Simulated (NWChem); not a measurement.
SiTe:

```xyz
2
Lattice="3.7680 0.0000 0.0000 0.0000 3.7680 0.0000 0.0000 0.0000 3.7680" Properties=species:S:1:pos:R:3 pbc="T T T"
Si    0.0000    0.0000    0.0000
Te   -1.8840   -1.8840   -1.8840
```

The cell was built by a generator and needn't be a form met in nature.

| Property | Result |
| --- | --- |
| Program | NWChem 7.3.0 |
| Task | single point |
| Functional | PBE |
| Potentials or basis | NWChem's default library (pspw_default) |
| Cutoff | 544 eV |
| Density cutoff | 1088 eV |
| k mesh | 7 × 7 × 7 |
| Occupations | fermi-dirac, width 0.05 eV |
| Spin | no spin polarisation |

On this cell: pressure -11.5 GPa.

The same run follows on a disturbed copy (cell strained along its third axis by +4 %):

```
Si Te
1.0
     3.76795    0.00000    0.00000
     0.00000    3.76795    0.00000
     0.00000    0.00000    3.91867
Si Te
1 1
Cartesian
  0.0000 0.0000 0.0000
  -1.8840 -1.8840 -1.9593
```

Q: What changes?

A: The energy moves by +79.3 meV/atom; pressure -11.6 GPa.

Stress tensor (GPa, compression positive):
```
-11.37   0.00   0.00
  0.00 -11.37   0.00
  0.00   0.00 -11.92
```

Caveats: potentials of this library can shift pressures by several GPa and gaps by up to half an eV, enough to turn an indirect gap into a direct one.
